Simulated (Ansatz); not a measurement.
Task: an atomisation energy of CH7NOSi, SMILES N[SiH2]CO, with Ansatz's Python interface. Give the script and its output. Level of theory (for the species named): r2scan0, cc-pVTZ basis, multiplicity 1.

```xyz
11

N    -1.1548    0.9386   -0.5160
Si   -0.5249    0.0059    0.6999
C     1.1703   -0.5324    0.1718
O     1.4888   -0.7655   -1.2189
H    -1.4674    0.3712   -1.3204
H    -2.0771    1.3891   -0.1810
H    -1.4244   -1.1302    0.8381
H    -0.4744    0.8283    1.9356
H     1.9282    0.2508    0.5272
H     1.4727   -1.4509    0.7413
H     1.1283    0.0382   -1.6573
```

`ch7nosi_tae.py`
```python
"""Atomisation energy of CH7NOSi at the given geometry."""

from collections import Counter

import ansatz as az

BASIS = "cc-pVTZ"
XC = "r2scan0"


def energy_of(molecule, charge=0, unpaired=0):
    calc = molecule.calculation().basis(gaussian=BASIS).functional(XC)
    if charge:
        calc = calc.charge(charge)
    if unpaired:
        calc = calc.spin("collinear", total=unpaired)
    report = calc.run(threads=1, backend="cpu").report
    if report["published_state_doubts"]:
        print("  doubts:", report["published_state_doubts"])
    return report["free_energy_ev"]


def main() -> None:
    geometry_ang = [
        ("N", (-1.1548, 0.9386, -0.516)),
        ("Si", (-0.5249, 0.0059, 0.6999)),
        ("C", (1.1703, -0.5324, 0.1718)),
        ("O", (1.4888, -0.7655, -1.2189)),
        ("H", (-1.4674, 0.3712, -1.3204)),
        ("H", (-2.0771, 1.3891, -0.181)),
        ("H", (-1.4244, -1.1302, 0.8381)),
        ("H", (-0.4744, 0.8283, 1.9356)),
        ("H", (1.9282, 0.2508, 0.5272)),
        ("H", (1.4727, -1.4509, 0.7413)),
        ("H", (1.1283, 0.0382, -1.6573)),
    ]
    mol = az.Crystal.molecule()
    for symbol, xyz in geometry_ang:
        mol = mol.atom(symbol, xyz)

    # unpaired electrons of the ground-state atoms
    unpaired = {"N": 3, "Si": 2, "C": 2, "O": 2, "H": 1}
    counts = Counter(site.symbol for site in mol.cartesian_sites)
    atom_energy = {s: energy_of(az.Crystal.molecule().atom(s, (0, 0, 0)), 0, unpaired[s]) for s in counts}
    whole = energy_of(mol, 0, 0)
    for s, e in atom_energy.items():
        print(f"{s:2s} x{counts[s]}  {e:14.5f} eV")
    print(f"CH7NOSi: {whole:.5f} eV")
    split = sum(counts[s] * e for s, e in atom_energy.items()) - whole
    print(f"atomisation energy (no zero-point term): {96.485332 * split:.1f} kJ/mol, {split / sum(counts.values()):.3f} eV an atom")


if __name__ == "__main__":
    main()
```

```console
$ python ch7nosi_tae.py
N  x1     -1485.18354 eV
Si x1     -7873.48000 eV
C  x1     -1029.49570 eV
O  x1     -2042.28144 eV
H  x7       -13.60218 eV
CH7NOSi: -12563.76343 eV
atomisation energy (no zero-point term): 3676.8 kJ/mol, 3.464 eV an atom
```

3676.8 kJ/mol from the electronic energies, without the zero-point term.

Caveats:
- These settings explore the input space; basis and method may be short of convergence.
- The geometry is a force-field or estimated start, not a minimum of this method, and the basis set is short of its limit. All parts are taken at fixed geometry, without zero-point energy.
- For Al to Cl the sets with a tight d function, cc-pV(X+d)Z, are usual.
- Finished in 14 s on 1 thread of Arm Neoverse V2, on a shared host, peak memory 0.46 GiB.
